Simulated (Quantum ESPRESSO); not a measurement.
# ZrNbP2 (P6mm) in Quantum ESPRESSO: further runs

The runs below take ZrNbP2 through single point, equation of state, band structure, with SOGGA, B86bPBE.

Everything below comes from runs of Quantum ESPRESSO 7.5. Logs are shortened: lines on timing, memory, paths and dates and some standing lists are left out, and cuts for length are marked.

### Step 1. Starting point

It takes space group P6mm (No. 183, hexagonal). Conventional cell: a = 4.324 Å, b = 4.324 Å, c = 4.888 Å, α = 90.00°, β = 90.00°, γ = 120.00°. Around Zr (site symmetry 6mm) lie 1 Nb at 2.27 Å. Nb (site symmetry 6mm) is surrounded by 1 Zr at 2.27 Å and 6 P at 2.60 Å. P (site symmetry 3m) is surrounded by 3 P at 2.50 Å and 3 Nb at 2.60 Å.

The cell was built by a generator and needn't be a form met in nature.

### Step 2. Single point, SOGGA, 18.60 Å³/atom

pw.in reads:

```
&CONTROL
  calculation = 'scf'
  prefix = 'pwscf'
  outdir = './tmp'
  pseudo_dir = './pseudo'
  tprnfor = .true.
  tstress = .true.
  disk_io = 'nowf'
/
&SYSTEM
  ibrav = 0
  nat = 4
  ntyp = 3
  ecutwfc = 55
  ecutrho = 440
  nbnd = 25
  input_dft = 'XC-000I-000I-150L-130L-000I-000I'
  occupations = 'smearing'
  smearing = 'mv'
  degauss = 0.01469973
/
&ELECTRONS
  conv_thr = 8d-10
  electron_maxstep = 120
  mixing_beta = 0.5
/
ATOMIC_SPECIES
Zr    91.2240 Zr_pbe_v1.uspp.F.UPF
Nb    92.9064 Nb.pbe-spn-kjpaw_psl.0.3.0.UPF
P     30.9738 P.pbe-n-rrkjus_psl.1.0.0.UPF
CELL_PARAMETERS angstrom
   4.2352479663    0.0000000000    0.0000000000
  -2.1176239831    3.6678323324    0.0000000000
   0.0000000000    0.0000000000    4.7885799732
ATOMIC_POSITIONS crystal
Zr     0.0000000000    0.0000000000    0.5435190300
Nb     0.0000000000    0.0000000000    0.0792682100
P      0.3333333300    0.6666666700    0.9280563600
P      0.6666666700    0.3333333300    0.9280563600
K_POINTS automatic
7 7 6 0 0 0
```

Potentials or basis: SSSP 1.3 efficiency PBE.

On the command line:

```console
$ OMP_NUM_THREADS=1 pw.x -in pw.in > pw.out
```

pw.out:

```text
This program is part of the open-source Quantum ESPRESSO suite
     for quantum simulation of materials; please cite
         "P. Giannozzi et al., J. Phys.:Condens. Matter 21 395502 (2009);
         "P. Giannozzi et al., J. Phys.:Condens. Matter 29 465901 (2017);
         "P. Giannozzi et al., J. Chem. Phys. 152 154105 (2020);
     in publications or presentations arising from this work. More details at

     file Nb.pbe-spn-kjpaw_psl.0.3.0.UPF: wavefunction(s)  4S 4P renormalized

     IMPORTANT: XC functional enforced from input :
     Exchange-correlation= XC-000I-000I-150L-130L-000I-000I
                           (   0   0 150 130   0   0   0)
     Any further DFT definition will be discarded
     Please, verify this is what you really want

     Message from routine setup:
     using ibrav=0 with symmetry is DISCOURAGED, use correct ibrav instead

     G-vector sticks info
     --------------------
     sticks:   dense  smooth     PW     G-vecs:    dense   smooth      PW
     Sum        1945     955    283                78205    27661    4349

     Using Slab Decomposition

     bravais-lattice index     =            0
     lattice parameter (alat)  =       8.0035  a.u.
     unit-cell volume          =     501.9861 (a.u.)^3
     number of atoms/cell      =            4
     number of atomic types    =            3
     number of electrons       =        35.00
     number of Kohn-Sham states=           25
     kinetic-energy cutoff     =      55.0000  Ry
     charge density cutoff     =     440.0000  Ry
     scf convergence threshold =      8.0E-10
     mixing beta               =       0.5000
     number of iterations used =            8  plain     mixing
     Exchange-correlation= XC-000I-000I-150L-130L-000I-000I
                           (   0   0 150 130   0   0   0)

     celldm(1)=   8.003459  celldm(2)=   0.000000  celldm(3)=   0.000000
     celldm(4)=   0.000000  celldm(5)=   0.000000  celldm(6)=   0.000000

     crystal axes: (cart. coord. in units of alat)
               a(1) = (   1.000000   0.000000   0.000000 )
               a(2) = (  -0.500000   0.866025   0.000000 )
               a(3) = (   0.000000   0.000000   1.130649 )

     reciprocal axes: (cart. coord. in units 2 pi/alat)
               b(1) = (  1.000000  0.577350 -0.000000 )
               b(2) = (  0.000000  1.154701  0.000000 )
               b(3) = (  0.000000 -0.000000  0.884448 )

     PseudoPot. # 1 for Zr read from file:
     Zr_pbe_v1.uspp.F.UPF
     Pseudo is Ultrasoft + core correction, Zval = 12.0
     Generated by new atomic code, or converted to UPF format
     Using radial grid of  887 points,  6 beta functions with:
                l(1) =   0
                l(2) =   0
                l(3) =   1
                l(4) =   1
                l(5) =   2
                l(6) =   2
     Q(r) pseudized with  6 coefficients,  rinner =    1.200   1.200   1.200
                                                       1.200   1.200

     PseudoPot. # 2 for Nb read from file:
     Nb.pbe-spn-kjpaw_psl.0.3.0.UPF
     Pseudo is Projector augmented-wave + core cor, Zval = 13.0
     Generated using "atomic" code by A. Dal Corso  v.5.0.99 svn rev. 10869
     Shape of augmentation charge: PSQ
     Using radial grid of 1227 points,  6 beta functions with:
                l(1) =   0
                l(2) =   0
                l(3) =   1
                l(4) =   1
                l(5) =   2
                l(6) =   2
     Q(r) pseudized with 0 coefficients

     PseudoPot. # 3 for P  read from file:
     P.pbe-n-rrkjus_psl.1.0.0.UPF
     Pseudo is Ultrasoft + core correction, Zval =  5.0
     Generated using "atomic" code by A. Dal Corso  v.5.1
     Using radial grid of 1147 points,  6 beta functions with:
                l(1) =   0
                l(2) =   0
                l(3) =   1
                l(4) =   1
                l(5) =   2
                l(6) =   2
     Q(r) pseudized with 0 coefficients

     atomic species   valence    mass     pseudopotential
     Zr               12.00    91.22400     Zr( 1.00)
     Nb               13.00    92.90640     Nb( 1.00)
     P                 5.00    30.97380     P ( 1.00)

     12 Sym. Ops. (no inversion) found

   Cartesian axes

     site n.     atom                  positions (alat units)
         1        Zr     tau(   1) = (   0.0000000   0.0000000   0.6145294  )
         2        Nb     tau(   2) = (   0.0000000   0.0000000   0.0896245  )
         3        P      tau(   3) = (  -0.0000000   0.5773503   1.0493062  )
         4        P      tau(   4) = (   0.5000000   0.2886751   1.0493062  )

     number of k points=    32  Marzari-Vanderbilt smearing, width (Ry)=  0.0147
                       cart. coord. in units 2pi/alat
        k(    1) = (   0.0000000   0.0000000   0.0000000), wk =   0.0068027
        k(    2) = (   0.0000000   0.0000000   0.1474079), wk =   0.0136054
        k(    3) = (   0.0000000   0.0000000   0.2948159), wk =   0.0136054
        k(    4) = (   0.0000000   0.0000000  -0.4422238), wk =   0.0068027
        k(    5) = (   0.0000000   0.1649572   0.0000000), wk =   0.0408163
        k(    6) = (   0.0000000   0.1649572   0.1474079), wk =   0.0816327
[... 24 lines left out ...]
        k(   31) = (   0.2857143   0.4948717   0.2948159), wk =   0.0816327
        k(   32) = (   0.2857143   0.4948717  -0.4422238), wk =   0.0408163

     Dense  grid:    78205 G-vectors     FFT dimensions: (  54,  54,  64)

     Smooth grid:    27661 G-vectors     FFT dimensions: (  40,  40,  45)

     WARNING: libxc functional with ID  130 depends
      on external parameters: check the user_guide of
      QE if you need to modify them or to check their
      default values.

     Initial potential from superposition of free atoms

     starting charge      34.9954, renormalised to      35.0000

     negative rho (up, down):  5.960E-02 0.000E+00
     Starting wfcs are   31 randomized atomic wfcs

     Self-consistent Calculation

     iteration #  1     ecut=    55.00 Ry     beta= 0.50
     Davidson diagonalization with overlap
     ethr =  1.00E-02,  avg # of iterations =  3.0

     Threshold (ethr) on eigenvalues was too large:
     Diagonalizing with lowered threshold

     Davidson diagonalization with overlap
     ethr =  4.49E-04,  avg # of iterations =  2.9

     negative rho (up, down):  5.884E-02 0.000E+00

     total energy              =    -456.21653196 Ry
     estimated scf accuracy    <       0.16412449 Ry

     iteration #  2     ecut=    55.00 Ry     beta= 0.50
     Davidson diagonalization with overlap
     ethr =  4.69E-04,  avg # of iterations =  2.3

     negative rho (up, down):  5.842E-02 0.000E+00

     total energy              =    -456.22917966 Ry
     estimated scf accuracy    <       0.02330711 Ry

     iteration #  3     ecut=    55.00 Ry     beta= 0.50
     Davidson diagonalization with overlap
     ethr =  6.66E-05,  avg # of iterations =  6.1

     negative rho (up, down):  5.840E-02 0.000E+00

     total energy              =    -456.23086052 Ry
     estimated scf accuracy    <       0.02639664 Ry

     iteration #  4     ecut=    55.00 Ry     beta= 0.50
     Davidson diagonalization with overlap
     ethr =  6.66E-05,  avg # of iterations =  2.0
[... 55 lines left out ...]
     negative rho (up, down):  5.826E-02 0.000E+00

     total energy              =    -456.23586242 Ry
     estimated scf accuracy    <          1.9E-09 Ry

     iteration # 11     ecut=    55.00 Ry     beta= 0.50
     Davidson diagonalization with overlap
     ethr =  5.46E-12,  avg # of iterations =  3.8

     negative rho (up, down):  5.826E-02 0.000E+00

     total energy              =    -456.23586242 Ry
     estimated scf accuracy    <          8.9E-10 Ry

     iteration # 12     ecut=    55.00 Ry     beta= 0.50
     Davidson diagonalization with overlap
     ethr =  2.54E-12,  avg # of iterations =  2.0

     negative rho (up, down):  5.826E-02 0.000E+00

     End of self-consistent calculation

          k = 0.0000 0.0000 0.0000 (  3501 PWs)   bands (ev):

   -41.2218 -36.0346 -18.7558 -17.4811 -17.4811 -14.1299 -14.1299 -13.0261
    -1.1150   6.5886   6.5886   6.8252   7.7306   9.3384   9.3384  10.3841
    11.5462  13.9394  13.9394  14.3729  14.5584  14.5584  15.7706  15.7706
    18.8841

          k = 0.0000 0.0000 0.1474 (  3459 PWs)   bands (ev):

   -41.2175 -36.0479 -18.5925 -17.4756 -17.4756 -14.1405 -14.1405 -13.2831
    -1.0786   6.6214   6.6214   6.8448   7.3736   9.5805   9.5805  10.8813
    12.4143  13.4634  13.4634  14.2074  14.2481  14.2481  16.3115  16.3115
    18.6268

          k = 0.0000 0.0000 0.2948 (  3448 PWs)   bands (ev):

   -41.2089 -36.0746 -18.2179 -17.4646 -17.4646 -14.1620 -14.1620 -13.8381
    -1.0062   6.6897   6.6897   6.8016   6.8848  10.2111  10.2111  12.4550
    12.8373  12.8373  13.4353  13.4353  13.9061  14.0937  17.0593  17.0593
    18.2652

          k = 0.0000 0.0000-0.4422 (  3466 PWs)   bands (ev):

   -41.2046 -36.0879 -17.9954 -17.4590 -17.4590 -14.1727 -14.1727 -14.1477
    -0.9701   6.5619   6.7255   6.7255   6.9052  10.6977  10.6977  12.5906
    12.5906  12.8406  12.8406  13.7672  13.9771  14.9249  17.3614  17.3614
    17.5192

          k = 0.0000 0.1650 0.0000 (  3471 PWs)   bands (ev):
[... 174 lines left out ...]
          k = 0.2857 0.4949 0.1474 (  3463 PWs)   bands (ev):

   -41.2153 -36.0456 -18.5836 -17.5258 -17.5092 -14.1763 -14.1650 -13.2775
     0.9667   1.7980   6.0207   8.6450   8.8351  10.6827  11.0810  11.1238
    11.8466  12.3923  14.7085  14.9531  15.2527  16.2585  16.2606  16.9983
    17.4975

          k = 0.2857 0.4949 0.2948 (  3450 PWs)   bands (ev):

   -41.2068 -36.0722 -18.2109 -17.5138 -17.4975 -14.1998 -14.1877 -13.8277
     1.0070   1.8403   6.1265   8.6585   8.9939  10.9837  11.1242  11.8762
    12.3511  12.4050  14.2014  14.8528  15.1945  15.9441  16.4245  16.7634
    17.1899

          k = 0.2857 0.4949-0.4422 (  3444 PWs)   bands (ev):

   -41.2025 -36.0855 -17.9898 -17.5078 -17.4917 -14.2116 -14.1991 -14.1345
     1.0272   1.8619   6.1763   8.6328   9.0349  11.0320  11.2065  12.2082
    12.4352  13.0655  14.2832  14.8705  15.1750  15.6724  15.9911  16.1764
    17.0942

     the Fermi energy is    12.6324 ev

!    total energy              =    -456.23586242 Ry
     estimated scf accuracy    <          2.0E-11 Ry
     smearing contrib. (-TS)   =      -0.00036929 Ry
     internal energy E=F+TS    =    -456.23549313 Ry

     The total energy is F=E-TS. E is the sum of the following terms:
     one-electron contribution =     -68.57235577 Ry
     hartree contribution      =      51.01031999 Ry
     xc contribution           =     -55.17472169 Ry
     ewald contribution        =    -179.34993712 Ry
     one-center paw contrib.   =    -204.14879854 Ry

     convergence has been achieved in  12 iterations

     negative rho (up, down):  5.826E-02 0.000E+00

     Forces acting on atoms (cartesian axes, Ry/au):

     atom    1 type  1   force =     0.00000000    0.00000000    0.15207331
     atom    2 type  2   force =     0.00000000    0.00000000   -0.05262806
     atom    3 type  3   force =     0.00000000    0.00000000   -0.04972262
     atom    4 type  3   force =     0.00000000    0.00000000   -0.04972262

     Total force =     0.175615     Total SCF correction =     0.000012

     Computing stress (Cartesian axis) and pressure

     negative rho (up, down):  5.826E-02 0.000E+00
          total   stress  (Ry/bohr**3)                   (kbar)     P=       80.16
   0.00000211  -0.00000000   0.00000000            0.31       -0.00        0.00
  -0.00000000   0.00000211   0.00000000           -0.00        0.31        0.00
  -0.00000000   0.00000000   0.00163045           -0.00        0.00      239.85

=------------------------------------------------------------------------------=
   JOB DONE.
=------------------------------------------------------------------------------=
```

Wall time 69 s (1 thread of Intel Xeon Platinum 8488C (Sapphire Rapids), shared host); peak memory 0.36 GiB.

Results:

| Property | Result |
| --- | --- |
| Free energy | -6207.4051 eV |
| Pressure | 8.0 GPa |
| Largest force | 3.910 eV/Å |
| Band gap on the k mesh | none (metal or under the smearing width) |

Caveat: the potentials were made for another functional, which shifts forces and pressure; SOGGA exchange is joined with the correlation of PBE here.

### Step 3. Single point, SOGGA, 18.99 Å³/atom

Changes to pw.in since step 2:

```diff
@@ -31,5 +31,5 @@
 CELL_PARAMETERS angstrom
-   4.2352479663    0.0000000000    0.0000000000
-  -2.1176239831    3.6678323324    0.0000000000
-   0.0000000000    0.0000000000    4.7885799732
+   4.2650746389    0.0000000000    0.0000000000
+  -2.1325373195    3.6936629886    0.0000000000
+   0.0000000000    0.0000000000    4.8223034785
 ATOMIC_POSITIONS crystal
```

Potentials or basis: SSSP 1.3 efficiency PBE.

On the command line:

```console
$ OMP_NUM_THREADS=1 pw.x -in pw.in > pw.out
```

Run time: 64 s. Hardware: 1 thread of Intel Xeon Platinum 8488C (Sapphire Rapids), shared host; peak memory 0.37 GiB.

It converged, with:

- Free energy: -6207.4708 eV
- Pressure: 5.1 GPa
- Largest force: 3.841 eV/Å
- Band gap on the k mesh: none (metal or under the smearing width)

Caveat: the potentials were made for another functional, which shifts forces and pressure; SOGGA exchange is joined with the correlation of PBE here.

### Step 4. Single point, SOGGA, 19.39 Å³/atom

Changes to pw.in since step 3:

```diff
@@ -31,5 +31,5 @@
 CELL_PARAMETERS angstrom
-   4.2650746389    0.0000000000    0.0000000000
-  -2.1325373195    3.6936629886    0.0000000000
-   0.0000000000    0.0000000000    4.8223034785
+   4.2944898763    0.0000000000    0.0000000000
+  -2.1472449381    3.7191373314    0.0000000000
+   0.0000000000    0.0000000000    4.8555617948
 ATOMIC_POSITIONS crystal
```

On the command line:

```console
$ OMP_NUM_THREADS=1 pw.x -in pw.in > pw.out
```

Wall time 65 s (1 thread of Intel Xeon Platinum 8488C (Sapphire Rapids), shared host); peak memory 0.38 GiB.

The run converged. Its results:

```
Free energy            : -6207.5095 eV
Pressure               : 2.6 GPa
Largest force          : 3.780 eV/Å
Band gap on the k mesh : none (metal or under the smearing width)
```

Caveat: the potentials were made for another functional, which shifts forces and pressure; SOGGA exchange is joined with the correlation of PBE here.

### Step 5. Single point, SOGGA, 19.78 Å³/atom

Changes to pw.in since step 4:

```diff
@@ -31,5 +31,5 @@
 CELL_PARAMETERS angstrom
-   4.2944898763    0.0000000000    0.0000000000
-  -2.1472449381    3.7191373314    0.0000000000
-   0.0000000000    0.0000000000    4.8555617948
+   4.3235075800    0.0000000000    0.0000000000
+  -2.1617537900    3.7442674000    0.0000000000
+   0.0000000000    0.0000000000    4.8883706400
 ATOMIC_POSITIONS crystal
```

On the command line:

```console
$ OMP_NUM_THREADS=1 pw.x -in pw.in > pw.out
```

It took 71 s on 1 thread of Intel Xeon Platinum 8488C (Sapphire Rapids), shared host; peak memory 0.38 GiB.

Results (log left out):

- Free energy: -6207.5240 eV
- Pressure: 0.2 GPa
- Largest force: 3.727 eV/Å
- Band gap on the k mesh: none (metal or under the smearing width)

Caveat: the potentials were made for another functional, which shifts forces and pressure; SOGGA exchange is joined with the correlation of PBE here.

### Step 6. Single point, SOGGA, 20.18 Å³/atom

Changes to pw.in since step 5:

```diff
@@ -31,5 +31,5 @@
 CELL_PARAMETERS angstrom
-   4.3235075800    0.0000000000    0.0000000000
-  -2.1617537900    3.7442674000    0.0000000000
-   0.0000000000    0.0000000000    4.8883706400
+   4.3521409150    0.0000000000    0.0000000000
+  -2.1760704575    3.7690645955    0.0000000000
+   0.0000000000    0.0000000000    4.9207448990
 ATOMIC_POSITIONS crystal
```

Potentials or basis: SSSP 1.3 efficiency PBE.

On the command line:

```console
$ OMP_NUM_THREADS=1 pw.x -in pw.in > pw.out
```

Wall time 73 s (1 thread of Intel Xeon Platinum 8488C (Sapphire Rapids), shared host); peak memory 0.39 GiB.

The run converged. Its results:

```
Free energy            : -6207.5169 eV
Pressure               : -1.8 GPa
Largest force          : 3.682 eV/Å
Band gap on the k mesh : none (metal or under the smearing width)
```

Caveat: the potentials were made for another functional, which shifts forces and pressure; SOGGA exchange is joined with the correlation of PBE here.

### Step 7. Single point, SOGGA, 20.58 Å³/atom

Changes to pw.in since step 6:

```diff
@@ -31,5 +31,5 @@
 CELL_PARAMETERS angstrom
-   4.3521409150    0.0000000000    0.0000000000
-  -2.1760704575    3.7690645955    0.0000000000
-   0.0000000000    0.0000000000    4.9207448990
+   4.3804023622    0.0000000000    0.0000000000
+  -2.1902011811    3.7935397267    0.0000000000
+   0.0000000000    0.0000000000    4.9526986833
 ATOMIC_POSITIONS crystal
```

On the command line:

```console
$ OMP_NUM_THREADS=1 pw.x -in pw.in > pw.out
```

Run time: 71 s. Hardware: 1 thread of Intel Xeon Platinum 8488C (Sapphire Rapids), shared host; peak memory 0.39 GiB.

Results (log left out):

- Free energy: -6207.4902 eV
- Pressure: -3.7 GPa
- Largest force: 3.644 eV/Å
- Band gap on the k mesh: none (metal or under the smearing width)

Caveat: the potentials were made for another functional, which shifts forces and pressure; SOGGA exchange is joined with the correlation of PBE here.

### Step 8. Single point, SOGGA, 20.97 Å³/atom

Changes to pw.in since step 7:

```diff
@@ -31,5 +31,5 @@
 CELL_PARAMETERS angstrom
-   4.3804023622    0.0000000000    0.0000000000
-  -2.1902011811    3.7935397267    0.0000000000
-   0.0000000000    0.0000000000    4.9526986833
+   4.4083037664    0.0000000000    0.0000000000
+  -2.2041518832    3.8177030516    0.0000000000
+   0.0000000000    0.0000000000    4.9842453853
 ATOMIC_POSITIONS crystal
```

On the command line:

```console
$ OMP_NUM_THREADS=1 pw.x -in pw.in > pw.out
```

Run time: 72 s. Hardware: 1 thread of Intel Xeon Platinum 8488C (Sapphire Rapids), shared host; peak memory 0.4 GiB.

The run converged. Its results:

| Property | Result |
| --- | --- |
| Free energy | -6207.4459 eV |
| Pressure | -5.4 GPa |
| Largest force | 3.610 eV/Å |
| Band gap on the k mesh | none (metal or under the smearing width) |

Caveat: the potentials were made for another functional, which shifts forces and pressure; SOGGA exchange is joined with the correlation of PBE here.

### Step 9. Equation of state, SOGGA

Potentials or basis: SSSP 1.3 efficiency PBE.

This step only gathers the single runs of the series.

Results:

| Property | Result |
| --- | --- |
| Equilibrium volume | 19.84 Å³/atom |
| Bulk modulus at fixed shape and positions | 108 GPa |
| Pressure derivative of the bulk modulus | 4.3 |

Energy against volume, from the lowest point:
| volume (Å³/atom) | energy (meV/atom) |
| --- | --- |
| 18.597 | 29.72 |
| 18.992 | 13.31 |
| 19.388 | 3.64 |
| 19.784 | 0.00 |
| 20.179 | 1.79 |
| 20.575 | 8.46 |
| 20.971 | 19.52 |

Caveat: the potentials were made for another functional, which shifts forces and pressure; SOGGA exchange is joined with the correlation of PBE here; the cell was scaled at fixed shape and fractional positions, which overstates the stiffness of a crystal with free parameters, most of all of layers and chains.

[end of part 1 of 2]
